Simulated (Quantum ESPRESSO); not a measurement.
# Rh (Fm-3m) in Quantum ESPRESSO: phonons and electron-phonon coupling with PBE

Aim: the phonons and electron-phonon coupling of Rh with PBE.

Everything below comes from runs of Quantum ESPRESSO 7.5. Logs are shortened: lines on timing, memory, paths and dates and some standing lists are left out, and cuts for length are marked.

### 1 Starting point

The structure is cubic, space group Fm-3m (No. 225). Conventional cell: a = 3.803 Å, b = 3.803 Å, c = 3.803 Å, α = 90.00°, β = 90.00°, γ = 90.00°. Rh (site symmetry m-3m) has 12 Rh at 2.69 Å as nearest neighbours.

### 2 Phonons and electron-phonon coupling, PBE

Contents of pw.in:

```
&CONTROL
  calculation = 'scf'
  prefix = 'pwscf'
  outdir = './tmp'
  pseudo_dir = './pseudo'
  tprnfor = .true.
  tstress = .true.
  disk_io = 'low'
/
&SYSTEM
  ibrav = 0
  nat = 1
  ntyp = 1
  ecutwfc = 45
  ecutrho = 360
  nbnd = 13
  occupations = 'smearing'
  smearing = 'mp'
  degauss = 0.01999163
/
&ELECTRONS
  conv_thr = 2d-10
  electron_maxstep = 120
  mixing_beta = 0.5
/
ATOMIC_SPECIES
Rh   102.9055 rh_pbe_v1.4.uspp.F.UPF
CELL_PARAMETERS angstrom
   0.0000000000    1.9015000000    1.9015000000
   1.9015000000    0.0000000000    1.9015000000
   1.9015000000    1.9015000000    0.0000000000
ATOMIC_POSITIONS crystal
Rh     0.0000000000    0.0000000000    0.0000000000
K_POINTS automatic
12 12 12 0 0 0
```

Contents of scf2.in:

```
&CONTROL
  calculation = 'scf'
  prefix = 'pwscf'
  outdir = './tmp'
  pseudo_dir = './pseudo'
  tprnfor = .true.
  tstress = .true.
  disk_io = 'low'
/
&SYSTEM
  ibrav = 0
  nat = 1
  ntyp = 1
  ecutwfc = 45
  ecutrho = 360
  nbnd = 13
  occupations = 'smearing'
  smearing = 'mp'
  degauss = 0.01999163
/
&ELECTRONS
  conv_thr = 1d-13
  electron_maxstep = 120
  mixing_beta = 0.5
  startingpot = 'file'
  startingwfc = 'file'
/
ATOMIC_SPECIES
Rh   102.9055 rh_pbe_v1.4.uspp.F.UPF
CELL_PARAMETERS angstrom
   0.0000000000    1.9015000000    1.9015000000
   1.9015000000    0.0000000000    1.9015000000
   1.9015000000    1.9015000000    0.0000000000
ATOMIC_POSITIONS crystal
Rh     0.0000000000    0.0000000000    0.0000000000
K_POINTS automatic
12 12 12 0 0 0
```

Contents of dense.in:

```
&CONTROL
  calculation = 'scf'
  prefix = 'pwscf'
  outdir = './tmp'
  pseudo_dir = './pseudo'
  tprnfor = .true.
  tstress = .true.
  disk_io = 'low'
/
&SYSTEM
  ibrav = 0
  nat = 1
  ntyp = 1
  ecutwfc = 45
  ecutrho = 360
  nbnd = 13
  occupations = 'smearing'
  smearing = 'mp'
  degauss = 0.01999163
  la2F = .true.
/
&ELECTRONS
  conv_thr = 1d-12
  electron_maxstep = 120
  mixing_beta = 0.5
  startingpot = 'file'
/
ATOMIC_SPECIES
Rh   102.9055 rh_pbe_v1.4.uspp.F.UPF
CELL_PARAMETERS angstrom
   0.0000000000    1.9015000000    1.9015000000
   1.9015000000    0.0000000000    1.9015000000
   1.9015000000    1.9015000000    0.0000000000
ATOMIC_POSITIONS crystal
Rh     0.0000000000    0.0000000000    0.0000000000
K_POINTS automatic
36 36 36 0 0 0
```

Contents of scf3.in:

```
&CONTROL
  calculation = 'scf'
  prefix = 'pwscf'
  outdir = './tmp'
  pseudo_dir = './pseudo'
  tprnfor = .true.
  tstress = .true.
  disk_io = 'low'
/
&SYSTEM
  ibrav = 0
  nat = 1
  ntyp = 1
  ecutwfc = 45
  ecutrho = 360
  nbnd = 13
  occupations = 'smearing'
  smearing = 'mp'
  degauss = 0.01999163
/
&ELECTRONS
  conv_thr = 1d-12
  electron_maxstep = 120
  mixing_beta = 0.5
  startingpot = 'file'
/
ATOMIC_SPECIES
Rh   102.9055 rh_pbe_v1.4.uspp.F.UPF
CELL_PARAMETERS angstrom
   0.0000000000    1.9015000000    1.9015000000
   1.9015000000    0.0000000000    1.9015000000
   1.9015000000    1.9015000000    0.0000000000
ATOMIC_POSITIONS crystal
Rh     0.0000000000    0.0000000000    0.0000000000
K_POINTS automatic
12 12 12 0 0 0
```

Contents of ph.in:

```
phonon_bands of Rh
&INPUTPH
  prefix = 'pwscf'
  outdir = './tmp'
  tr2_ph = 1d-18
  fildyn = 'dyn'
  niter_ph = 90
  alpha_mix(1) = 0.4
  ldisp = .true.
  nq1 = 4
  nq2 = 4
  nq3 = 4
  electron_phonon = 'interpolated'
  el_ph_sigma = 0.005
  el_ph_nsigma = 10
  fildvscf = 'dvscf'
/
```

Contents of q2r.in:

```
&INPUT
  fildyn = 'dyn'
  zasr = 'crystal'
  flfrc = 'fc'
  la2F = .true.
/
```

Contents of matdyn.in:

```
&INPUT
  asr = 'crystal'
  flfrc = 'fc'
  flfrq = 'freq'
  q_in_cryst_coord = .true.
  flvec = ' '
/
80
 0.0000000000  0.0000000000  0.0000000000
 0.0454545455  0.0000000000  0.0454545455
 0.0909090909  0.0000000000  0.0909090909
 0.1363636364  0.0000000000  0.1363636364
 0.1818181818  0.0000000000  0.1818181818
 0.2272727273  0.0000000000  0.2272727273
 0.2727272727  0.0000000000  0.2727272727
 0.3181818182  0.0000000000  0.3181818182
 0.3636363636  0.0000000000  0.3636363636
 0.4090909091  0.0000000000  0.4090909091
 0.4545454545  0.0000000000  0.4545454545
 0.5000000000  0.0000000000  0.5000000000
 0.5000000000  0.0500000000  0.5500000000
 0.5000000000  0.1000000000  0.6000000000
 0.5000000000  0.1500000000  0.6500000000
 0.5000000000  0.2000000000  0.7000000000
 0.5000000000  0.2500000000  0.7500000000
 0.4687500000  0.2812500000  0.7500000000
 0.4375000000  0.3125000000  0.7500000000
 0.4062500000  0.3437500000  0.7500000000
 0.3750000000  0.3750000000  0.7500000000
 0.3461538462  0.3461538462  0.6923076923
 0.3173076923  0.3173076923  0.6346153846
 0.2884615385  0.2884615385  0.5769230769
 0.2596153846  0.2596153846  0.5192307692
 0.2307692308  0.2307692308  0.4615384615
 0.2019230769  0.2019230769  0.4038461538
 0.1730769231  0.1730769231  0.3461538462
 0.1442307692  0.1442307692  0.2884615385
 0.1153846154  0.1153846154  0.2307692308
 0.0865384615  0.0865384615  0.1730769231
 0.0576923077  0.0576923077  0.1153846154
 0.0288461538  0.0288461538  0.0576923077
 0.0000000000  0.0000000000  0.0000000000
 0.0454545455  0.0454545455  0.0454545455
 0.0909090909  0.0909090909  0.0909090909
 0.1363636364  0.1363636364  0.1363636364
 0.1818181818  0.1818181818  0.1818181818
 0.2272727273  0.2272727273  0.2272727273
 0.2727272727  0.2727272727  0.2727272727
 0.3181818182  0.3181818182  0.3181818182
 0.3636363636  0.3636363636  0.3636363636
 0.4090909091  0.4090909091  0.4090909091
 0.4545454545  0.4545454545  0.4545454545
 0.5000000000  0.5000000000  0.5000000000
 0.5178571429  0.4642857143  0.5178571429
 0.5357142857  0.4285714286  0.5357142857
 0.5535714286  0.3928571429  0.5535714286
 0.5714285714  0.3571428571  0.5714285714
 0.5892857143  0.3214285714  0.5892857143
 0.6071428571  0.2857142857  0.6071428571
 0.6250000000  0.2500000000  0.6250000000
 0.5937500000  0.2500000000  0.6562500000
 0.5625000000  0.2500000000  0.6875000000
 0.5312500000  0.2500000000  0.7187500000
 0.5000000000  0.2500000000  0.7500000000
 0.5000000000  0.2750000000  0.7250000000
 0.5000000000  0.3000000000  0.7000000000
 0.5000000000  0.3250000000  0.6750000000
 0.5000000000  0.3500000000  0.6500000000
 0.5000000000  0.3750000000  0.6250000000
 0.5000000000  0.4000000000  0.6000000000
 0.5000000000  0.4250000000  0.5750000000
 0.5000000000  0.4500000000  0.5500000000
 0.5000000000  0.4750000000  0.5250000000
 0.5000000000  0.5000000000  0.5000000000
 0.4861111111  0.4861111111  0.5277777778
 0.4722222222  0.4722222222  0.5555555556
 0.4583333333  0.4583333333  0.5833333333
 0.4444444444  0.4444444444  0.6111111111
 0.4305555556  0.4305555556  0.6388888889
 0.4166666667  0.4166666667  0.6666666667
 0.4027777778  0.4027777778  0.6944444444
 0.3888888889  0.3888888889  0.7222222222
 0.3750000000  0.3750000000  0.7500000000
 0.6250000000  0.2500000000  0.6250000000
 0.5937500000  0.1875000000  0.5937500000
 0.5625000000  0.1250000000  0.5625000000
 0.5312500000  0.0625000000  0.5312500000
 0.5000000000  0.0000000000  0.5000000000
```

Contents of matdyn_dos.in:

```
&INPUT
  asr = 'crystal'
  flfrc = 'fc'
  dos = .true.
  fldos = 'phdos'
  nk1 = 18
  nk2 = 18
  nk3 = 18
  deltaE = 1
  flvec = ' '
  flfrq = ' '
/
```

Contents of matdyn_a2f.in:

```
&INPUT
  asr = 'crystal'
  flfrc = 'fc'
  la2F = .true.
  dos = .true.
  fldos = 'dos2'
  nk1 = 14
  nk2 = 14
  nk3 = 14
  ndos = 60
  el_ph_nsigma = 10
  flfrq = 'dosfreq2'
  flvec = ' '
/
```

Contents of matdyn_mesh.in:

```
&INPUT
  asr = 'crystal'
  flfrc = 'fc'
  flfrq = 'mesh'
  q_in_cryst_coord = .true.
  flvec = ' '
/
1000
 0.05000000  0.05000000  0.05000000
 0.05000000  0.05000000  0.15000000
 0.05000000  0.05000000  0.25000000
[... 997 further points of the even 10 x 10 x 10 mesh, shifted by half a step ...]
```

Potentials or basis: GBRV 1.5 PBE.

Run with:

```
$ OMP_NUM_THREADS=1 mpirun -n 4 pw.x -nk 4 -in pw.in > pw.out
$ OMP_NUM_THREADS=1 mpirun -n 4 pw.x -nk 4 -in scf2.in > scf2.out
$ OMP_NUM_THREADS=1 mpirun -n 4 pw.x -nk 4 -in dense.in > dense.out
$ OMP_NUM_THREADS=1 mpirun -n 4 pw.x -nk 4 -in scf3.in > scf3.out
$ OMP_NUM_THREADS=1 mpirun -n 4 ph.x -nk 4 -in ph.in > ph.out
$ OMP_NUM_THREADS=1 mpirun -n 1 q2r.x -in q2r.in > q2r.out
$ OMP_NUM_THREADS=1 mpirun -n 1 matdyn.x -in matdyn.in > matdyn.out
$ OMP_NUM_THREADS=1 mpirun -n 1 matdyn.x -in matdyn_dos.in > matdyn_dos.out
$ OMP_NUM_THREADS=1 mpirun -n 1 matdyn.x -in matdyn_a2f.in > matdyn_a2f.out
$ OMP_NUM_THREADS=1 mpirun -n 1 matdyn.x -in matdyn_mesh.in > matdyn_mesh.out
```

pw.out:

```text
This program is part of the open-source Quantum ESPRESSO suite
     for quantum simulation of materials; please cite
[... 6 lines left out ...]
     using ibrav=0 with symmetry is DISCOURAGED, use correct ibrav instead

     K-points division:     npool     =       4
     Subspace diagonalization in iterative solution of the eigenvalue problem:
     a serial algorithm will be used

     G-vector sticks info
     --------------------
     sticks:   dense  smooth     PW     G-vecs:    dense   smooth      PW
     Sum         649     313    109                10777     3767     749

     Using Slab Decomposition

     bravais-lattice index     =            0
     lattice parameter (alat)  =       5.0817  a.u.
     unit-cell volume          =      92.7931 (a.u.)^3
     number of atoms/cell      =            1
     number of atomic types    =            1
     number of electrons       =        15.00
     number of Kohn-Sham states=           13
     kinetic-energy cutoff     =      45.0000  Ry
     charge density cutoff     =     360.0000  Ry
     scf convergence threshold =      2.0E-10
     mixing beta               =       0.5000
     number of iterations used =            8  plain     mixing
     Exchange-correlation=  SLA  PW   PBX  PBC
                           (   1   4   3   4   0   0   0)

     celldm(1)=   5.081714  celldm(2)=   0.000000  celldm(3)=   0.000000
     celldm(4)=   0.000000  celldm(5)=   0.000000  celldm(6)=   0.000000

     crystal axes: (cart. coord. in units of alat)
               a(1) = (   0.000000   0.707107   0.707107 )
               a(2) = (   0.707107   0.000000   0.707107 )
               a(3) = (   0.707107   0.707107   0.000000 )

     reciprocal axes: (cart. coord. in units 2 pi/alat)
               b(1) = ( -0.707107  0.707107  0.707107 )
               b(2) = (  0.707107 -0.707107  0.707107 )
               b(3) = (  0.707107  0.707107 -0.707107 )

     PseudoPot. # 1 for Rh read from file:
     rh_pbe_v1.4.uspp.F.UPF
     Pseudo is Ultrasoft + core correction, Zval = 15.0
     Generated by new atomic code, or converted to UPF format
     Using radial grid of  969 points,  7 beta functions with:
                l(1) =   0
                l(2) =   0
                l(3) =   1
                l(4) =   1
                l(5) =   2
                l(6) =   2
                l(7) =   2
     Q(r) pseudized with  8 coefficients,  rinner =    1.200   1.200   1.200
                                                       1.200   1.200

     atomic species   valence    mass     pseudopotential
     Rh               15.00   102.90550     Rh( 1.00)

     48 Sym. Ops., with inversion, found

   Cartesian axes

     site n.     atom                  positions (alat units)
         1        Rh     tau(   1) = (   0.0000000   0.0000000   0.0000000  )

     number of k points=    72  Methfessel-Paxton smearing, width (Ry)=  0.0200
                       cart. coord. in units 2pi/alat
        k(    1) = (   0.0000000   0.0000000   0.0000000), wk =   0.0011574
        k(    2) = (   0.0589256   0.0589256  -0.0589256), wk =   0.0092593
        k(    3) = (   0.1178511   0.1178511  -0.1178511), wk =   0.0092593
        k(    4) = (   0.1767767   0.1767767  -0.1767767), wk =   0.0092593
        k(    5) = (   0.2357023   0.2357023  -0.2357023), wk =   0.0092593
        k(    6) = (   0.2946278   0.2946278  -0.2946278), wk =   0.0092593
[... 64 lines left out ...]
        k(   71) = (  -0.7071068   0.2357023   0.0000000), wk =   0.0138889
        k(   72) = (  -0.7071068   0.3535534   0.0000000), wk =   0.0069444

     Dense  grid:    10777 G-vectors     FFT dimensions: (  32,  32,  32)

     Smooth grid:     3767 G-vectors     FFT dimensions: (  24,  24,  24)

     Initial potential from superposition of free atoms

     starting charge      14.4999, renormalised to      15.0000

     negative rho (up, down):  5.735E-02 0.000E+00
     Starting wfcs are   12 randomized atomic wfcs +    1 random wfcs

     Self-consistent Calculation

     iteration #  1     ecut=    45.00 Ry     beta= 0.50
     Davidson diagonalization with overlap
     ethr =  1.00E-02,  avg # of iterations =  4.1

     negative rho (up, down):  5.942E-02 0.000E+00

     total energy              =    -171.05230861 Ry
     estimated scf accuracy    <       0.54137424 Ry

     iteration #  2     ecut=    45.00 Ry     beta= 0.50
     Davidson diagonalization with overlap
     ethr =  3.61E-03,  avg # of iterations =  2.0
[... 51 lines left out ...]
     iteration #  8     ecut=    45.00 Ry     beta= 0.50
     Davidson diagonalization with overlap
     ethr =  1.90E-12,  avg # of iterations =  2.0

     negative rho (up, down):  5.940E-02 0.000E+00

     End of self-consistent calculation

          k = 0.0000 0.0000 0.0000 (   459 PWs)   bands (ev):

   -25.0150 -25.0150 -25.0150  13.4064  18.2934  18.2934  18.2934  20.3801
    20.3801  37.9755  43.4482  43.4482  43.4482

          k = 0.0589 0.0589-0.0589 (   495 PWs)   bands (ev):

   -25.0657 -25.0219 -25.0219  13.6836  18.1762  18.3997  18.3997  20.3243
    20.3243  38.3500  41.9220  43.8269  43.8269
[... 298 lines left out ...]
   -25.6329 -25.3581 -25.2666  15.6726  16.1005  19.8305  21.0868  22.1732
    27.1902  32.5524  34.1011  35.6123  44.4708

          k =-0.0000-0.4714 0.5893 (   473 PWs)   bands (ev):

   -25.5753 -25.4422 -25.2438  16.0085  16.6726  18.9891  20.5646  21.9404
    29.4545  30.3236  33.3994  36.8571  43.9381

          k =-0.7071 0.1179-0.0000 (   464 PWs)   bands (ev):

   -25.6761 -25.3122 -25.2854  15.3152  15.6724  20.9838  21.5510  22.3575
    26.2320  33.4026  34.4257  34.5605  44.8408

          k =-0.2357-0.4714 0.7071 (   467 PWs)   bands (ev):

   -25.5615 -25.3144 -25.1802  16.7241  16.7865  18.0047  20.5107  20.9601
    24.6242  34.9227  35.4901  38.5875  45.3529

          k =-0.1768-0.4125 0.6482 (   475 PWs)   bands (ev):
[... 26 lines left out ...]
   -25.6004 -25.3904 -25.2892  15.9429  16.3994  19.1405  20.7046  22.3591
    28.6440  32.9378  33.0684  34.1763  45.8688

          k =-0.7071 0.3536 0.0000 (   464 PWs)   bands (ev):

   -25.4961 -25.4961 -25.2911  16.3574  17.5742  17.5742  20.1763  22.3600
    31.0315  31.0315  32.7266  34.0469  47.7873

     the Fermi energy is    21.3821 ev

!    total energy              =    -171.20143837 Ry
     estimated scf accuracy    <          3.0E-11 Ry
     smearing contrib. (-TS)   =       0.00060981 Ry
     internal energy E=F+TS    =    -171.20204818 Ry

     The total energy is F=E-TS. E is the sum of the following terms:
     one-electron contribution =     -22.65663153 Ry
     hartree contribution      =      24.95627923 Ry
     xc contribution           =     -29.95817285 Ry
     ewald contribution        =    -143.54352303 Ry

     convergence has been achieved in   8 iterations

     negative rho (up, down):  5.940E-02 0.000E+00

     Forces acting on atoms (cartesian axes, Ry/au):

     atom    1 type  1   force =     0.00000000    0.00000000    0.00000000

     Total force =     0.000000     Total SCF correction =     0.000000

     Computing stress (Cartesian axis) and pressure

     negative rho (up, down):  5.940E-02 0.000E+00
          total   stress  (Ry/bohr**3)                   (kbar)     P=       60.27
   0.00040973   0.00000000   0.00000000           60.27        0.00        0.00
   0.00000000   0.00040973   0.00000000            0.00       60.27        0.00
   0.00000000   0.00000000   0.00040973            0.00        0.00       60.27

=------------------------------------------------------------------------------=
   JOB DONE.
=------------------------------------------------------------------------------=
```

It took 18 min on 4 MPI ranks of Arm Neoverse V1, shared host; peak memory 0.36 GiB.

Results:

```
Free energy              : -2329.3142 eV
Pressure                 : 6.0 GPa
Band gap on the k mesh   : none (metal or under the smearing width)
Highest phonon frequency : 253 cm⁻¹
Zero-point energy        : 0.034 eV/atom
```

Levels at points of the mesh, in eV from the Fermi level:
```tsv
k point	band 5	band 6	band 7	band 8	band 9	band 10
(0.00, 0.00, 0.00)	-3.09	-3.09	-3.09	-1.00	-1.00	16.59
(0.00, 0.00, -0.50)	-3.17	-3.17	0.56	0.56	0.73	8.62
(0.00, -0.50, -0.50)	-5.96	0.53	0.97	0.97	3.28	12.24
```

Phonon frequencies in cm⁻¹ (negative: imaginary):
| q point | frequencies |
| --- | --- |
| (0.000, 0.000, 0.000) | 0 0 0 |
| (0.318, 0.000, 0.318) | 162 162 235 |
| (0.500, 0.150, 0.650) | 189 197 230 |
| (0.346, 0.346, 0.692) | 171 213 215 |
| (0.144, 0.144, 0.288) | 91 113 192 |
| (0.091, 0.091, 0.091) | 40 40 89 |
| (0.409, 0.409, 0.409) | 137 137 248 |
| (0.589, 0.321, 0.589) | 167 196 228 |
| (0.500, 0.275, 0.725) | 187 210 213 |
| (0.500, 0.450, 0.550) | 146 152 249 |
| (0.431, 0.431, 0.639) | 159 181 236 |
| (0.562, 0.125, 0.562) | 187 195 240 |

Phonon frequencies at the corners of the path (cm⁻¹, interpolated; i marks imaginary ones):
| point | frequencies |
| --- | --- |
| Γ | 0 0 0 |
| X | 190 190 246 |
| W | 189 211 211 |
| K | 177 208 223 |
| L | 143 143 253 |
| U | 177 208 223 |

Phonon states per cell in windows of 20 cm⁻¹ (negative: imaginary):
| from (cm⁻¹) | total |
| --- | --- |
| 0 | 0.00 |
| 20 | 0.00 |
| 40 | 0.02 |
| 60 | 0.04 |
| 80 | 0.07 |
| 100 | 0.12 |
| 120 | 0.23 |
| 140 | 0.47 |
| 160 | 0.55 |
| 180 | 0.48 |
| 200 | 0.19 |
| 220 | 0.68 |
| 240 | 0.16 |

Harmonic thermodynamics per atom at this volume (zero-point energy 33.5 meV, Debye temperature from the second moment 345 K):
```
 T (K)  free energy (meV)  entropy (k_B)  heat capacity Cv (k_B)
    50               33.3           0.19                    0.57
   100               30.9           0.99                    1.77
   200               15.3           2.54                    2.60
298.15              -11.0           3.63                    2.81
   500              -88.1           5.12                    2.93
   800             -239.6           6.50                    2.97
```

Electron-phonon coupling by broadening of the double delta (levels on a 36 × 36 × 36 mesh):
```csv
broadening (eV),λ,N(E_F) (states/eV a spin and cell),ω_log (K),"Tc, μ* 0.10 (K)","Tc, μ* 0.13 (K)"
0.07,0.47,0.582,244,2.3,1.3
0.14,0.41,0.639,242,1.2,0.5
0.20,0.41,0.657,242,1.1,0.5
0.27,0.40,0.671,242,1.1,0.5
0.34,0.40,0.684,243,1.0,0.4
0.41,0.39,0.694,243,0.9,0.4
0.48,0.39,0.699,243,0.9,0.3
0.54,0.38,0.701,244,0.8,0.3
0.61,0.38,0.699,244,0.8,0.3
0.68,0.38,0.696,245,0.7,0.3
```

The same from a weighted sum over the computed q points, without interpolation:
| broadening (eV) | λ | ω_log (K) | Tc, μ* 0.10 (K) | Tc, μ* 0.13 (K) |
| --- | --- | --- | --- | --- |
| 0.07 | 0.46 | 246 | 2.2 | 1.2 |
| 0.14 | 0.41 | 246 | 1.1 | 0.5 |
| 0.20 | 0.40 | 247 | 1.0 | 0.4 |
| 0.27 | 0.40 | 247 | 1.0 | 0.4 |
| 0.34 | 0.39 | 247 | 0.9 | 0.4 |
| 0.41 | 0.39 | 248 | 0.8 | 0.3 |
| 0.48 | 0.38 | 248 | 0.8 | 0.3 |
| 0.54 | 0.38 | 248 | 0.7 | 0.3 |
| 0.61 | 0.37 | 248 | 0.7 | 0.3 |
| 0.68 | 0.37 | 249 | 0.7 | 0.2 |

Eliashberg function at a broadening of 0.27 eV:
```tsv
cm⁻¹	α²F
6	0.000
19	0.000
32	0.000
45	0.002
58	0.004
71	0.010
84	0.016
96	0.030
109	0.048
122	0.080
135	0.139
148	0.263
161	0.318
173	0.382
186	0.438
199	0.246
212	0.021
225	0.291
238	0.484
251	0.014
```

Coupling and linewidth of each mode at the computed q points (broadening 0.27 eV):
```
                   q         cm⁻¹  λ of the modes  linewidths (GHz)
  (0.00, 0.00, 0.25)  100 100 204  0.16 0.16 0.07          13 13 23
 (0.00, 0.00, -0.50)  143 143 253  0.13 0.13 0.07          21 21 35
  (0.00, 0.25, 0.25)  137 137 212  0.11 0.11 0.04          16 16 15
 (0.00, 0.25, -0.50)  167 183 235  0.13 0.19 0.10          28 51 43
 (0.00, 0.25, -0.25)  142 173 233  0.15 0.18 0.09          24 41 37
(0.00, -0.50, -0.50)  190 190 246  0.16 0.17 0.14          47 47 64
(0.25, -0.50, -0.25)  189 211 211  0.17 0.14 0.14          49 48 49
```

Caveat: λ from interpolated matrix elements is rough: modes that symmetry makes equal can differ by tens of percent.
